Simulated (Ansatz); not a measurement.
# C6H4Se4: up Jacob's ladder to CCSD(T)

The task here is to estimate one member of a computed series from the others.

The runs use Ansatz 0.2.0, Gaussian basis; functionals in def2-TZVPP, the program's frozen cores in correlated methods.

Levels to be run: LDA (SPW92), PBE-D4, revPBE-D4, BLYP-D4, r2SCAN-D4, B97M-V, PBE0-D4, B3LYP-D4, r2SCANh-D4, r2SCAN0-D4, HSE06-D4, BHLYP-D4, CAM-B3LYP-D4, LC-ωPBE, ωB97X-V, ωB97M-V, B2PLYP, PBE-QIDH; CCSD(T)/def2-SVP; CCSD(T)/def2-TZVPP; MP2/def2-QZVPP; extrapolation to the limit; RPA on PBE.

### The geometry

An earlier PBE0-D4 in a triple-zeta def2 set relaxation fixed the geometry.

SMILES `C1=C[Se]C(=C2[Se]C=C[Se]2)[Se]1`, 14 atoms, charge 0, spin multiplicity 1.

Atoms are counted from 1 here; the program's logs count them from 0.

Bond lengths: C1–C2 1.328 Å, C1–Se10 1.881 Å, C1–H11 1.083 Å, C2–Se3 1.881 Å, C2–H12 1.083 Å, Se3–C4 1.896 Å, C4–C5 1.338 Å, C4–Se10 1.896 Å, C5–Se6 1.896 Å, C5–Se9 1.896 Å, Se6–C7 1.881 Å, C7–C8 1.328 Å, C7–H13 1.083 Å, C8–Se9 1.881 Å, C8–H14 1.083 Å. Angles: C2–C1–Se10 119.4°, C2–C1–H11 123.7°, Se10–C1–H11 116.8°, C1–C2–Se3 119.4°, C1–C2–H12 123.7°, Se3–C2–H12 116.8°, C2–Se3–C4 92.6°, Se3–C4–C5 123.1°, Se3–C4–Se10 113.7°, C5–C4–Se10 123.1°, C4–C5–Se6 123.1°, C4–C5–Se9 123.1°, Se6–C5–Se9 113.8°, C5–Se6–C7 92.6°, Se6–C7–C8 119.4°, Se6–C7–H13 116.8°, C8–C7–H13 123.7°, C7–C8–Se9 119.4° and more.

Geometry (Å):

```csv
atom,x (Å),y (Å),z (Å)
C1,2.5111,-0.7791,-2.0752
C2,3.1730,-0.4605,-0.9691
Se3,2.2731,0.4300,0.4216
C4,0.5838,0.2025,-0.4077
C5,-0.5762,0.4051,0.2281
Se6,-0.6827,0.9466,2.0416
C7,-2.5142,0.5329,2.1480
C8,-3.1761,0.2140,1.0420
Se9,-2.2654,0.1845,-0.6033
Se10,0.6904,-0.3320,-2.2233
H11,2.9653,-1.2683,-2.9276
H12,4.2264,-0.6611,-0.8202
H13,-2.9738,0.5964,3.1262
H14,-4.2348,-0.0111,1.0189
```

The first run:

The input, in.yaml:

```yaml
crystal:
  periodic: [false, false, false]
  atoms:
    - {symbol: C, position_ang: [2.511147, -0.779135, -2.075202]}
    - {symbol: C, position_ang: [3.173040, -0.460483, -0.969104]}
    - {symbol: Se, position_ang: [2.273106, 0.430042, 0.421580]}
    - {symbol: C, position_ang: [0.583779, 0.202455, -0.407684]}
    - {symbol: C, position_ang: [-0.576210, 0.405068, 0.228096]}
    - {symbol: Se, position_ang: [-0.682708, 0.946621, 2.041574]}
    - {symbol: C, position_ang: [-2.514235, 0.532942, 2.147996]}
    - {symbol: C, position_ang: [-3.176091, 0.214047, 1.041955]}
    - {symbol: Se, position_ang: [-2.265436, 0.184541, -0.603272]}
    - {symbol: Se, position_ang: [0.690425, -0.331979, -2.223266]}
    - {symbol: H, position_ang: [2.965334, -1.268311, -2.927568]}
    - {symbol: H, position_ang: [4.226443, -0.661117, -0.820165]}
    - {symbol: H, position_ang: [-2.973780, 0.596388, 3.126205]}
    - {symbol: H, position_ang: [-4.234804, -0.011102, 1.018876]}
basis:
  gaussian: {orbitals: def2-TZVPP}
hamiltonian: {xc: lda}
output: {orbitals: {seedname: orbitals}}
```

Launch:

```console
> ansatz run in.yaml --threads 4 --pin off --events-out ev --progress --plain --max-ram 46080MiB --backend cuda --devices 0, --max-vram 37GiB
```

Steps of the session up to this table: LDA; PBE-D4 (GGA); revPBE-D4 (GGA); BLYP-D4 (GGA); r2SCAN-D4 (meta-GGA); B97M-V (meta-GGA); PBE0-D4 (hybrid); B3LYP-D4 (hybrid); r2SCANh-D4 (hybrid); r2SCAN0-D4 (hybrid); HSE06-D4 (hybrid); BHLYP-D4 (hybrid); CAM-B3LYP-D4 (range-separated); LC-ωPBE (range-separated); ωB97X-V (range-separated); ωB97M-V (range-separated); B2PLYP (double hybrid); PBE-QIDH (double hybrid).

One table of the session follows, with a row left open; its other results are not shown here.

It belongs to the step «Orbital energies across the functionals». 

| functional | HOMO (eV) | gap (eV) |
| --- | --- | --- |
| LDA (SPW92) | -4.36 | 1.90 |
| PBE-D4 | -4.17 | 1.97 |
| revPBE-D4 | -4.11 | 2.00 |
| BLYP-D4 | -4.00 | 1.98 |
| r2SCAN-D4 | -4.31 | 2.22 |
| B97M-V | -4.35 | 2.40 |
| PBE0-D4 | -5.06 | 3.69 |
| B3LYP-D4 | -4.88 | 3.35 |
| r2SCANh-D4 | -4.65 | 2.86 |
| r2SCAN0-D4 | -5.16 | 3.84 |
| HSE06-D4 | -4.69 | 2.94 |
| BHLYP-D4 | -5.82 | 5.46 |
| CAM-B3LYP-D4 | ? | ? |
| LC-ωPBE | -7.36 | 8.20 |
| ωB97X-V | -7.06 | 7.79 |
| ωB97M-V | -6.96 | 7.56 |

Estimate the missing values for CAM-B3LYP-D4.

**Answer.** HOMO (eV): -6.17; gap (eV): 5.93. In the column «HOMO (eV)» it lies between ωB97M-V (-6.96) and BHLYP-D4 (-5.82).
